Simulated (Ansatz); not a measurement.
# CH5AlBF2N: two geometries relaxed

Aim: relax the geometries before and after the inversion of the pyramid at N1, and see whether they are two minima and how far apart in energy. SMILES of the start: NC(F)[B](F)[AlH2].

All numbers below are computed with Ansatz 0.2.0 (RKS r2SCANh-D4/def2-SVP).

### Step 1. The starting structure

Bond lengths: N1–C2 1.461 Å, C2–F3 1.393 Å, C2–B4 1.580 Å, B4–F5 1.459 Å, B4–Al6 2.085 Å, N1–H7 0.995 Å, N1–H8 1.069 Å, C2–H9 1.137 Å, Al6–H10 1.588 Å, Al6–H11 1.622 Å. Angles (14 of 15 angles, heavy atoms first): N1–C2–F3 109.4°, N1–C2–B4 115.0°, F3–C2–B4 108.8°, C2–B4–F5 120.2°, C2–B4–Al6 121.0°, F5–B4–Al6 118.5°, N1–C2–H9 107.1°, F3–C2–H9 112.0°, B4–C2–H9 104.5°, C2–N1–H7 109.8°, C2–N1–H8 103.7°, B4–Al6–H10 121.7°, B4–Al6–H11 119.3°, H7–N1–H8 108.9°.

As a file:

```xyz
11

N    -0.3303   -1.6372   -0.2460
C     0.5575   -0.5722   -0.7056
F     0.7455   -0.6872   -2.0810
B     0.0670    0.8934   -0.3788
F    -0.2673    1.8132   -1.4607
Al   -0.3069    1.4893    1.5840
H     0.1004   -2.5224   -0.3941
H    -1.1792   -1.5538   -0.8898
H     1.5329   -0.6795   -0.1320
H    -0.8477    2.9425    1.9267
H    -0.0065    0.4569    2.7978
```

### Step 2. End point A

File input.yaml:

```yaml
crystal:
  periodic: [false, false, false]
  atoms:
    - { symbol: "N", position_ang: [-0.3303, -1.6372, -0.246] }
    - { symbol: C, position_ang: [0.5575, -0.5722, -0.7056] }
    - { symbol: F, position_ang: [0.7455, -0.6872, -2.081] }
    - { symbol: B, position_ang: [0.067, 0.8934, -0.3788] }
    - { symbol: F, position_ang: [-0.2673, 1.8132, -1.4607] }
    - { symbol: Al, position_ang: [-0.3069, 1.4893, 1.584] }
    - { symbol: H, position_ang: [0.1004, -2.5224, -0.3941] }
    - { symbol: H, position_ang: [-1.1792, -1.5538, -0.8898] }
    - { symbol: H, position_ang: [1.5329, -0.6795, -0.132] }
    - { symbol: H, position_ang: [-0.8477, 2.9425, 1.9267] }
    - { symbol: H, position_ang: [-0.0065, 0.4569, 2.7978] }
basis:
  gaussian: { orbitals: def2-SVP }
hamiltonian:
  xc: r2scanh
  dispersion: d4
relax:
  f_tol: 0.015
  max_steps: 40
```

On the command line:

```sh
$ ansatz run input.yaml --threads 2 --pin off --max-ram 3072MiB --backend cpu --events-out ev --progress --plain --runs-dir out
```

Standard output, shortened:

```text
Warning: RAYON_NUM_THREADS=2 ignored (pool sized by the plan → 2); use --threads N
[...]
Functional definition: r2SCANh
[...]
1219 factors; integrals over basis functions are off by at most 4.1e-4 eV
[...]
mean field -15300.73228297 eV, -562.2915401904 hartree, gradient 7.3e-6 eV, S^2 0.000000; 0 other end points of the search recorded, 0 dependent functions left out
[...]
reference -15300.73229418 eV, -562.2915406022 hartree; 27, 27 occupied and 86, 86 virtual orbitals, 1219 factors
relax step   1: F+E_penalty+E_count = -15300.78771372 eV  Δ(F+E_penalty+E_count) = +0.000e0 eV  max|allowed force component| = 2.696e0 eV/Å  Δτ_max = 0.0000 Å  (28 SCF iters, accepted)
[...]
relax step   4: F+E_penalty+E_count = -15301.33803186 eV  Δ(F+E_penalty+E_count) = -3.178e-2 eV  max|allowed force component| = 4.021e-1 eV/Å  Δτ_max = 0.1321 Å  (28 SCF iters, accepted)
[...]
relax step   7: F+E_penalty+E_count = -15301.40029937 eV  Δ(F+E_penalty+E_count) = -1.693e-2 eV  max|allowed force component| = 2.343e-1 eV/Å  Δτ_max = 0.1931 Å  (29 SCF iters, accepted)
[...]
relax step  10: F+E_penalty+E_count = -15301.49035760 eV  Δ(F+E_penalty+E_count) = -4.345e-2 eV  max|allowed force component| = 2.127e-1 eV/Å  Δτ_max = 0.2000 Å  (28 SCF iters, accepted)
[...]
relax step  11: F+E_penalty+E_count = -15301.54257863 eV  Δ(F+E_penalty+E_count) = -5.222e-2 eV  max|allowed force component| = 2.663e-1 eV/Å  Δτ_max = 0.1983 Å  (28 SCF iters, accepted)
[...]
relax step  12: F+E_penalty+E_count = -15301.59544117 eV  Δ(F+E_penalty+E_count) = -5.286e-2 eV  max|allowed force component| = 2.572e-1 eV/Å  Δτ_max = 0.1951 Å  (28 SCF iters, accepted)
[...]
1219 factors; integrals over basis functions are off by at most 4.5e-4 eV
[...]
```

### Step 3. More of the same log: end point A relaxed

The log, continued, shortened:

```text
mean field -15301.63445986 eV, -562.3246945793 hartree, gradient 1.7e-5 eV, S^2 0.000000; 0 other end points of the search recorded, 0 dependent functions left out
[...]
reference -15301.63447073 eV, -562.3246949788 hartree; 27, 27 occupied and 86, 86 virtual orbitals, 1219 factors
relax step  13: F+E_penalty+E_count = -15301.69198247 eV  Δ(F+E_penalty+E_count) = -9.654e-2 eV  max|allowed force component| = 3.376e-1 eV/Å  Δτ_max = 0.1959 Å  (28 SCF iters, accepted)
[...]
relax step  15: F+E_penalty+E_count = -15301.92579440 eV  Δ(F+E_penalty+E_count) = -1.148e-1 eV  max|allowed force component| = 2.910e-1 eV/Å  Δτ_max = 0.1974 Å  (28 SCF iters, accepted)
[...]
relax step  17: F+E_penalty+E_count = -15301.93316344 eV  Δ(F+E_penalty+E_count) = -5.809e-3 eV  max|allowed force component| = 5.705e-1 eV/Å  Δτ_max = 0.2000 Å  (27 SCF iters, accepted)
[...]
Atom 1 at     0.559199    -0.420244    -0.849412 Å, force    -0.002764     0.000106    -0.014864 eV/Å
Atom 2 at     0.410545    -1.024946    -2.074743 Å, force     0.000227     0.005988     0.012418 eV/Å
Atom 3 at     0.452059     1.179746    -0.660592 Å, force     0.002683    -0.000140     0.003528 eV/Å
Atom 4 at     0.823644     1.997760    -1.626546 Å, force    -0.000690    -0.003459     0.000682 eV/Å
Atom 5 at    -0.383480     0.880332     1.302142 Å, force    -0.001653     0.001604    -0.006108 eV/Å
Atom 6 at    -0.248918    -1.871249     0.443970 Å, force     0.001116    -0.002547    -0.000444 eV/Å
Atom 7 at    -1.357105    -0.920700    -0.306494 Å, force    -0.006504    -0.000570    -0.004007 eV/Å
Atom 8 at     1.556200    -0.692458    -0.444641 Å, force     0.000269    -0.001703    -0.001438 eV/Å
Atom 9 at    -1.929677     1.156275     1.600439 Å, force     0.000346    -0.001070    -0.000036 eV/Å
Atom 10 at     0.611001     0.578540     2.515508 Å, force     0.001524     0.002114     0.005986 eV/Å
Dipole moment:    -0.039598    -0.649027    -0.099329 e Å
```

Run time: 2 min. Hardware: 2 threads of Arm Neoverse V1, shared host; peak memory 0.28 GiB.

The steps of the relaxation:

| step | energy from step 1 (eV) | largest force component (eV/Å) |
| --- | --- | --- |
| 1 | 0.0000 | 2.6962 |
| 2 | -0.4133 | 2.2156 |
| 3 | -0.5185 | 1.2544 |
| 4 | -0.5503 | 0.4021 |
| 5 | -0.5774 | 0.1354 |
| 6 | -0.5956 | 0.1456 |
| 7 | -0.6126 | 0.2343 |
| 8 | -0.6322 | 0.3497 |
| 9 | -0.6592 | 0.3189 |
| 10 | -0.7026 | 0.2127 |
| 11 | -0.7549 | 0.2663 |
| 12 | -0.8077 | 0.2572 |
| 13 | -0.9043 | 0.3376 |
| 14 | -1.0233 | 0.2713 |
| 15 | -1.1381 | 0.2910 |
| 16 | -1.1396 | 0.8988 |
| 17 | -1.1454 | 0.5705 |
| 18 | -1.1854 | 0.1148 |
| 19 | -1.1897 | 0.0391 |
| 20 | -1.1899 | 0.0163 |
| 21 | -1.1900 | 0.0149 |

Step 1 is the start.

After: Bond lengths: N1–C2 1.472 Å, C2–F3 1.374 Å, C2–B4 1.615 Å, B4–F5 1.319 Å, N1–Al6 2.154 Å, B4–Al6 2.154 Å, N1–H7 1.020 Å, N1–H8 1.023 Å, C2–H9 1.110 Å, Al6–H10 1.599 Å, Al6–H11 1.598 Å. Angles (14 of 21 angles, heavy atoms first): N1–C2–F3 111.5°, N1–C2–B4 102.4°, F3–C2–B4 122.2°, C2–N1–Al6 93.7°, C2–B4–F5 120.7°, C2–B4–Al6 89.7°, F5–B4–Al6 149.6°, N1–Al6–B4 67.9°, N1–C2–H9 106.2°, F3–C2–H9 108.3°, B4–C2–H9 105.1°, C2–N1–H7 114.1°, C2–N1–H8 109.5°, Al6–N1–H7 127.0°.

Pairs that crossed the distance rule for bonds on the way: came closer N1–Al6.

### Step 4. Relaxing end B

The second end starts from a geometry with the move made by hand.

input.yaml, as its differences from that of step 2:

```diff
@@ -9,4 +9,4 @@
     - { symbol: Al, position_ang: [-0.3069, 1.4893, 1.584] }
-    - { symbol: H, position_ang: [0.1004, -2.5224, -0.3941] }
-    - { symbol: H, position_ang: [-1.1792, -1.5538, -0.8898] }
+    - { symbol: H, position_ang: [0.14929, -2.21856, 0.40441] }
+    - { symbol: H, position_ang: [-1.1084, -1.11381, 0.26652] }
     - { symbol: H, position_ang: [1.5329, -0.6795, -0.132] }
```

On the command line:

```sh
$ ansatz run input.yaml --threads 2 --pin off --max-ram 3072MiB --backend cpu --events-out ev --progress --plain --runs-dir out
```

Standard output, shortened:

```text
Warning: RAYON_NUM_THREADS=2 ignored (pool sized by the plan → 2); use --threads N
[...]
Functional definition: r2SCANh
[...]
1222 factors; integrals over basis functions are off by at most 4.1e-4 eV
[...]
mean field -15300.45789380 eV, -562.2814565744 hartree, gradient 8.6e-6 eV, S^2 0.000000; 0 other end points of the search recorded, 0 dependent functions left out
[...]
reference -15300.45790442 eV, -562.2814569647 hartree; 27, 27 occupied and 86, 86 virtual orbitals, 1222 factors
relax step   1: F+E_penalty+E_count = -15300.51407238 eV  Δ(F+E_penalty+E_count) = +0.000e0 eV  max|allowed force component| = 2.996e0 eV/Å  Δτ_max = 0.0000 Å  (28 SCF iters, accepted)
[...]
relax step   5: F+E_penalty+E_count = -15301.14236277 eV  Δ(F+E_penalty+E_count) = -2.212e-2 eV  max|allowed force component| = 2.517e-1 eV/Å  Δτ_max = 0.0495 Å  (28 SCF iters, accepted)
[...]
relax step   9: F+E_penalty+E_count = -15301.29561560 eV  Δ(F+E_penalty+E_count) = -1.080e-1 eV  max|allowed force component| = 1.065e0 eV/Å  Δτ_max = 0.2000 Å  (34 SCF iters, accepted)
[...]
relax step  13: F+E_penalty+E_count = -15301.43557166 eV  Δ(F+E_penalty+E_count) = -1.616e-2 eV  max|allowed force component| = 5.482e-1 eV/Å  Δτ_max = 0.1908 Å  (29 SCF iters, accepted)
[...]
relax step  15: F+E_penalty+E_count = -15301.52063413 eV  Δ(F+E_penalty+E_count) = -3.958e-2 eV  max|allowed force component| = 3.067e-1 eV/Å  Δτ_max = 0.1972 Å  (27 SCF iters, accepted)
[...]
relax step  16: F+E_penalty+E_count = -15301.58311360 eV  Δ(F+E_penalty+E_count) = -6.248e-2 eV  max|allowed force component| = 2.305e-1 eV/Å  Δτ_max = 0.1960 Å  (28 SCF iters, accepted)
[...]
1222 factors; integrals over basis functions are off by at most 4.5e-4 eV
[...]
mean field -15301.60955966 eV, -562.3237795139 hartree, gradient 1.5e-5 eV, S^2 0.000000; 0 other end points of the search recorded, 0 dependent functions left out
[...]
reference -15301.60957072 eV, -562.3237799204 hartree; 27, 27 occupied and 86, 86 virtual orbitals, 1222 factors
```

### Step 5. More of the same log: end point B relaxed

The log, continued, shortened:

```text
relax step  17: F+E_penalty+E_count = -15301.66708753 eV  Δ(F+E_penalty+E_count) = -8.397e-2 eV  max|allowed force component| = 3.703e-1 eV/Å  Δτ_max = 0.1952 Å  (27 SCF iters, accepted)
[...]
relax step  20: F+E_penalty+E_count = -15301.92286991 eV  Δ(F+E_penalty+E_count) = -2.683e-2 eV  max|allowed force component| = 8.377e-1 eV/Å  Δτ_max = 0.1949 Å  (29 SCF iters, accepted)
[...]
relax step  23: F+E_penalty+E_count = -15301.97626717 eV  Δ(F+E_penalty+E_count) = -1.839e-3 eV  max|allowed force component| = 4.955e-2 eV/Å  Δτ_max = 0.0402 Å  (30 SCF iters, accepted)
[...]
relax step  26: F+E_penalty+E_count = -15301.97767851 eV  Δ(F+E_penalty+E_count) = -2.902e-4 eV  max|allowed force component| = 1.578e-2 eV/Å  Δτ_max = 0.0125 Å  (30 SCF iters, accepted)
[...]
Atom 1 at     0.503457    -0.415349    -0.680045 Å, force    -0.001444    -0.003574    -0.006848 eV/Å
Atom 2 at     0.258886    -1.128227    -1.829152 Å, force     0.001396     0.001467     0.003968 eV/Å
Atom 3 at     0.369151     1.192344    -0.620926 Å, force     0.000941     0.003903    -0.000353 eV/Å
Atom 4 at     0.632262     1.928161    -1.683814 Å, force    -0.001156    -0.001149     0.001158 eV/Å
Atom 5 at    -0.282526     1.053228     1.427155 Å, force     0.001017    -0.000767     0.000959 eV/Å
Atom 6 at    -0.136781    -1.761553     0.806103 Å, force    -0.001193    -0.000148    -0.000843 eV/Å
Atom 7 at    -1.338670    -0.910192     0.081275 Å, force     0.000110     0.002342    -0.000311 eV/Å
Atom 8 at     1.541111    -0.630709    -0.349946 Å, force    -0.000517    -0.000475     0.000464 eV/Å
Atom 9 at    -1.805981     1.318414     1.833088 Å, force    -0.000476     0.000070     0.000096 eV/Å
Atom 10 at     0.819321     0.888751     2.572863 Å, force    -0.001212     0.001088    -0.000672 eV/Å
Dipole moment:    -0.025841    -0.658239    -0.038291 e Å
```

Run time: 2.6 min. Hardware: 2 threads of Arm Neoverse V1, shared host; peak memory 0.29 GiB.

Step by step:

| step | energy from step 1 (eV) | largest force component (eV/Å) |
| --- | --- | --- |
| 1 | 0.0000 | 2.9959 |
| 2 | -0.4470 | 2.0549 |
| 3 | -0.5742 | 0.7951 |
| 4 | -0.6062 | 0.6062 |
| 5 | -0.6283 | 0.2517 |
| 6 | -0.6508 | 0.1481 |
| 7 | -0.6577 | 0.2360 |
| 8 | -0.6736 | 0.6453 |
| 9 | -0.7815 | 1.0646 |
| 10 | -0.7939 | 1.7378 |
| 11 | -0.8740 | 0.6480 |
| 12 | -0.9053 | 0.3070 |
| 13 | -0.9215 | 0.5482 |
| 14 | -0.9670 | 0.2946 |
| 15 | -1.0066 | 0.3067 |
| 16 | -1.0690 | 0.2305 |
| 17 | -1.1530 | 0.3703 |
| 18 | -1.2636 | 0.5113 |
| 19 | -1.3820 | 0.6064 |
| 20 | -1.4088 | 0.8377 |
| 21x | -1.3497 | 1.6624 |
| 22 | -1.4604 | 0.0801 |
| 23 | -1.4622 | 0.0495 |
| 24 | -1.4633 | 0.0344 |
| 25x | -1.4626 | 0.0829 |
| 26 | -1.4636 | 0.0158 |
| 27 | -1.4637 | 0.0155 |
| 28 | -1.4637 | 0.0068 |

Step 1 is the start. 2 steps were tried and not accepted (marked x).

After: Bond lengths: N1–C2 1.472 Å, C2–F3 1.374 Å, C2–B4 1.614 Å, B4–F5 1.319 Å, N1–Al6 2.154 Å, B4–Al6 2.154 Å, N1–H7 1.020 Å, N1–H8 1.023 Å, C2–H9 1.110 Å, Al6–H10 1.599 Å, Al6–H11 1.598 Å. Angles (14 of 21 angles, heavy atoms first): N1–C2–F3 111.4°, N1–C2–B4 102.5°, F3–C2–B4 122.2°, C2–N1–Al6 93.7°, C2–B4–F5 120.6°, C2–B4–Al6 89.8°, F5–B4–Al6 149.6°, N1–Al6–B4 68.0°, N1–C2–H9 106.2°, F3–C2–H9 108.3°, B4–C2–H9 105.1°, C2–N1–H7 114.0°, C2–N1–H8 109.5°, Al6–N1–H7 127.0°.

Pairs that crossed the distance rule for bonds on the way: came closer N1–Al6.

### Step 6. Results

| quantity | value |
| --- | --- |
| end A | 20 moves, 1.190 eV lower |
| end B | 25 moves, 1.464 eV lower |
| largest difference between the ends | 0.01 Å |
| end B relative to end A | -0.000 eV |

What this shows: The two relaxations end at one structure, within 0.01 Å: no second minimum was found from this start, which doesn't rule one out.
